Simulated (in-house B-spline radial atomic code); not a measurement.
# I⁵¹⁺: starting-point dependence of G0W0 and RPA

Aim: see how far the highest quasi-particle level and the RPA correlation energy of I⁵¹⁺ depend on the orbitals that they are built on.

Program: an in-house B-spline radial atomic code, version 1. Level of theory: RPA, second order, AC-SOSEX and G0W0 (contour deformation) on a scalar-relativistic mean field, all electrons; no spin-orbit coupling, Breit or QED terms, no two-electron picture change. These are calculated values, not measurements, unless marked.

## (1) What is computed

- element: iodine (Z = 53)
- charge: +51
- electrons: 2
- configuration: 1s2
- next ion, run as well: 1s1
- Hamiltonian: scalar-relativistic (spin-free one-electron X2C), finite nucleus
- starts: Hartree-Fock, PBE, PBE0

Outer shells as boxes (Hund's rule):

I51+
```
1s [↑↓]
```

## (2) Run with the Hartree-Fock start

Settings of the run:

```ini
Z = 53
electrons = 2.0
configuration = 1s2
hamiltonian = x2c
method = hf
lmax = 9
rms_radius = 4.75
spin_polarised = False
box_radius = 2.07
intervals = 60
```

On the command line:

```
$ python run_gw.py task.json out
```

task.json lists these runs, among others, and the program works through them in turn.

Results of the run (chosen fields of its result record, rounded):

```text
{
  "status": "converged",
  "energies [hartree]": {
    "mean_field": -2886.500823,
    "exx_total": -2886.500823,
    "exchange": -35.86791622,
    "rpa": -0.11872306,
    "rpa_summed": -0.11852598,
    "direct_second_order": -0.11935953,
    "second_order_exchange": 0.059679555,
    "sosex": 0.059362395
  },
  "rpa_by_multipole [hartree]": [-0.0424912, -0.0608781, -0.00967188, -0.00293305, -0.00121647, -0.00060568, -0.000335522, -0.000199454, -0.000121702, -7.29515e-05],
  "polarisability [bohr^3: independent particles, RPA]": [9.87811e-07, 9.79394e-07],
  "gap [hartree]": 1078.796,
  "levels [hartree]": [
    {"name": "1s", "occ": 1, "e": -1425.316, "sx": -35.86792, "vxc": -35.86792, "sc": 0.02398123, "z": 0.9998809, "qp": -1425.293, "tail": -0.0002089704},
    {"name": "2s", "occ": 0, "e": -346.5205, "sx": -1.391003, "vxc": -1.391003, "sc": -0.0122305, "z": 0.9999901, "qp": -346.5327, "tail": -2.079054e-05}
  ],
  "ion_energies [hartree]": {
    "mean_field": -1461.257602,
    "exx_total": -1461.257602,
    "exchange": -18.08051651,
    "rpa": -0.029809846,
    "rpa_summed": -0.029760463,
    "direct_second_order": -0.029889186,
    "second_order_exchange": 0.029889076,
    "sosex": 0.029810274
  }
}
```

It took 1.4 s on 1 thread, shared host.

In the record, exx_total is the Hartree-Fock functional on the start's orbitals, rpa_summed the RPA energy up to lmax and rpa the same with the tail beyond it, gap the smallest same-spin excitation energy of the start. For a level, e is the start's value, sx and sc the exchange and correlation self-energies, vxc the start's own term, z the quasi-particle weight, and qp = e + sx − vxc + sc + tail. Deeper levels of weight under 0.85 meet poles of the self-energy and are not shown.

Highest level 1s: -38784.836 eV in the start, -38784.190 eV after G0W0, weight 1.00.

The largest part of the RPA energy comes from multipole 1 (51 % of the sum).

## (3) Run with the PBE start

Settings: those of step 2 with these lines changed.

```diff
@@ -4,3 +4,3 @@
 hamiltonian = x2c
-method = hf
+method = pbe,pbe
 lmax = 9
```

From the record:

```text
{
  "status": "converged",
  "energies [hartree]": {
    "mean_field": -2886.240096,
    "exx_total": -2886.4977,
    "exchange": -35.85604188,
    "rpa": -0.11993585,
    "rpa_summed": -0.11973883,
    "direct_second_order": -0.12058851,
    "second_order_exchange": 0.060294044,
    "sosex": 0.059968784
  },
  "rpa_by_multipole [hartree]": [-0.0430745, -0.0614584, -0.00971274, -0.00293948, -0.00121794, -0.000606077, -0.000335618, -0.000199458, -0.00012168, -7.29272e-05],
  "polarisability [bohr^3: independent particles, RPA]": [1.00635e-06, 9.97655e-07],
  "gap [hartree]": 1063.034,
  "levels [hartree]": [
    {"name": "1s", "occ": 1, "e": -1412.087, "sx": -35.85604, "vxc": -22.62257, "sc": 0.02680453, "z": 0.999875, "qp": -1425.294, "tail": -0.0002090317},
    {"name": "2s", "occ": 0, "e": -349.0533, "sx": -1.423772, "vxc": -3.972453, "sc": -0.01261651, "z": 0.9999895, "qp": -346.5172, "tail": -2.12589e-05}
  ],
  "ion_energies [hartree]": {
    "mean_field": -1461.104661,
    "exx_total": -1461.256031,
    "exchange": -18.07458734,
    "rpa": -0.030113273,
    "rpa_summed": -0.030063907,
    "direct_second_order": -0.030194619,
    "second_order_exchange": 0.03019451,
    "sosex": 0.030113698
  }
}
```

It took 1.3 s on 1 thread, shared host.

The 1s level moves from -38424.855 to -38784.232 eV (weight 1.00).

## (4) Run with the PBE0 start

Settings: those of step 3 with these lines changed.

```diff
@@ -4,3 +4,3 @@
 hamiltonian = x2c
-method = pbe,pbe
+method = pbe0
 lmax = 9
```

From the record:

```text
{
  "status": "converged",
  "energies [hartree]": {
    "mean_field": -2886.315507,
    "exx_total": -2886.499079,
    "exchange": -35.8590358,
    "rpa": -0.11962972,
    "rpa_summed": -0.11943268,
    "direct_second_order": -0.12027826,
    "second_order_exchange": 0.060138921,
    "sosex": 0.059815719
  },
  "rpa_by_multipole [hartree]": [-0.0429269, -0.0613122, -0.0097025, -0.00293787, -0.00121758, -0.000605979, -0.000335595, -0.000199458, -0.000121686, -7.29336e-05],
  "polarisability [bohr^3: independent particles, RPA]": [1.00165e-06, 9.93025e-07],
  "gap [hartree]": 1066.985,
  "levels [hartree]": [
    {"name": "1s", "occ": 1, "e": -1415.402, "sx": -35.85904, "vxc": -25.94096, "sc": 0.02608009, "z": 0.9998765, "qp": -1425.294, "tail": -0.0002090166},
    {"name": "2s", "occ": 0, "e": -348.4166, "sx": -1.415523, "vxc": -3.320486, "sc": -0.01251872, "z": 0.9999897, "qp": -346.5242, "tail": -2.11411e-05}
  ],
  "ion_energies [hartree]": {
    "mean_field": -1461.143854,
    "exx_total": -1461.256721,
    "exchange": -18.076075,
    "rpa": -0.030036712,
    "rpa_summed": -0.029987341,
    "direct_second_order": -0.030117549,
    "second_order_exchange": 0.03011744,
    "sosex": 0.030037138
  }
}
```

It took 1.4 s on 1 thread, shared host.

Highest level 1s: -38515.049 eV in the start, -38784.230 eV after G0W0, weight 1.00.

## (5) The members side by side

| start | level | mean field (eV) | G0W0 (eV) | weight | RPA (hartree) | RPA+SOSEX (hartree) | α, direct RPA (bohr³) | time | miss (eV) |
| --- | --- | --- | --- | --- | --- | --- | --- | --- | --- |
| Hartree-Fock | 1s | -38784.836 | -38784.190 | 1.000 | -0.11872 | -0.05936 | 9.794e-07 | 1.4 s | +67.2 |
| PBE | 1s | -38424.855 | -38784.232 | 1.000 | -0.11994 | -0.05997 | 9.977e-07 | 1.3 s | +67.2 |
| PBE0 | 1s | -38515.049 | -38784.230 | 1.000 | -0.11963 | -0.05981 | 9.930e-07 | 1.4 s | +67.2 |

The miss is the G0W0 removal energy (the level with its sign changed) less the tabulated theoretical ionisation energy, 38717 eV. Times are single runs on a shared host.

Energy to remove one electron as a difference of total energies (eV), each species on its own start:

| start | mean field | HF functional | RPA | RPA+SOSEX | second order |
| --- | --- | --- | --- | --- | --- |
| Hartree-Fock | 38782.84 | 38782.84 | 38785.26 | 38784.46 | 38784.47 |
| PBE | 38779.91 | 38782.80 | 38785.25 | 38784.43 | 38784.44 |
| PBE0 | 38780.90 | 38782.82 | 38785.26 | 38784.45 | 38784.46 |

## (6) Results

```
                                          quantity                                                         value
   highest level, mean field (range over the runs)                                   -38784.836 to -38424.855 eV
         highest level, G0W0 (range over the runs)                                   -38784.232 to -38784.190 eV
                            RPA correlation energy                                    -0.1199 to -0.1187 hartree
                                         RPA+SOSEX                                    -0.0600 to -0.0594 hartree
tabulated theoretical ionisation energy (1s shell)  38717 eV (NIST Atomic Spectra Database, ionization energies)
               G0W0 removal energy less that value                                                      +67.2 eV
```

G0W0 turns a spread of 360 eV among the starts into one of 0.042 eV, 0.012 % of it. Without exact exchange the level is bound too weakly, and G0W0 lowers it by 359 eV. RPA gives the most correlation on PBE and the least on Hartree-Fock (1.0 % apart). The tabulated theoretical ionisation energy is 38717 eV. G0W0 is off by about +67.2 eV (+0.17 %) in every run shown, whatever the start. At this charge the missing Breit, QED and picture-change terms are part of the miss. Read as a removal energy, the bare PBE level is off by -292 eV (-0.75 %) and the nearest bare level, Hartree-Fock's, by +67.8 eV. As differences of total energies the mean miss over the starts is 64 eV for mean field, 68 eV for RPA, 67 eV for RPA+SOSEX.
